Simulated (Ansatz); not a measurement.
**BH₂I: small, medium and large basis sets**

The task here is to estimate one member of a computed series from the others.

Computed with Ansatz 0.2.0, Gaussian basis. Level: one geometry, several basis sets.

Plan: PBE0-D4/def2-SVP; ωB97M-V/def2-SVP; PBE0-D4/def2-QZVPP; ωB97M-V/def2-QZVPP; the functionals' def2-TZVPP values are taken from earlier runs.

## The relaxed structure

An earlier PBE0-D4 in a triple-zeta def2 set relaxation fixed the geometry. I takes the def2 core potential; no spin-orbit term is included.

SMILES `BI`, 4 atoms, charge 0, spin multiplicity 1.

Atoms are counted from 1 here; the program's logs count them from 0.

Bond lengths: B1–I2 2.099 Å, B1–H3 1.188 Å, B1–H4 1.188 Å. Angles: I2–B1–H3 117.7°, I2–B1–H4 117.7°, H3–B1–H4 124.5°.

Set-up of the first run:

Input file in.yaml:

```yaml
crystal:
  periodic: [false, false, false]
  atoms:
    - {symbol: B, position_ang: [-0.199309, 0.033806, -0.122535]}
    - {symbol: I, position_ang: [1.603091, -0.379509, 0.870489]}
    - {symbol: H, position_ang: [-1.138278, -0.648932, 0.128817]}
    - {symbol: H, position_ang: [-0.210003, 0.934334, -0.897071]}
basis:
  gaussian: {orbitals: def2-SVP}
hamiltonian: {xc: pbe0, dispersion: d4}
output: {orbitals: {seedname: orbitals}}
```

Launch:

```sh
$ ansatz run in.yaml --threads 4 --pin off --events-out ev --progress --plain --max-ram 10444MiB
```

Steps of the session up to this table: PBE0-D4 in def2-SVP; ωB97M-V in def2-SVP; PBE0-D4 in def2-QZVPP; ωB97M-V in def2-QZVPP.

One of the session's tables, all rows but one given; the rest of the session is left out.

It belongs to the step «Functionals by basis». 

| functional | basis | HOMO (eV) | LUMO (eV) |
| --- | --- | --- | --- |
| PBE0-D4 | def2-SVP | -7.51 | -2.17 |
| PBE0-D4 | def2-TZVPP | -7.57 | -2.21 |
| PBE0-D4 | def2-QZVPP | ? | ? |
| ωB97M-V | def2-SVP | -9.61 | -0.12 |
| ωB97M-V | def2-TZVPP | -9.71 | -0.26 |
| ωB97M-V | def2-QZVPP | -9.72 | -0.29 |

Q: Estimate the row for PBE0-D4, def2-QZVPP from the others.

The run gave: HOMO (eV): -7.58; LUMO (eV): -2.22. In the column «HOMO (eV)» it lies between ωB97M-V, def2-SVP (-9.61) and PBE0-D4, def2-TZVPP (-7.57).
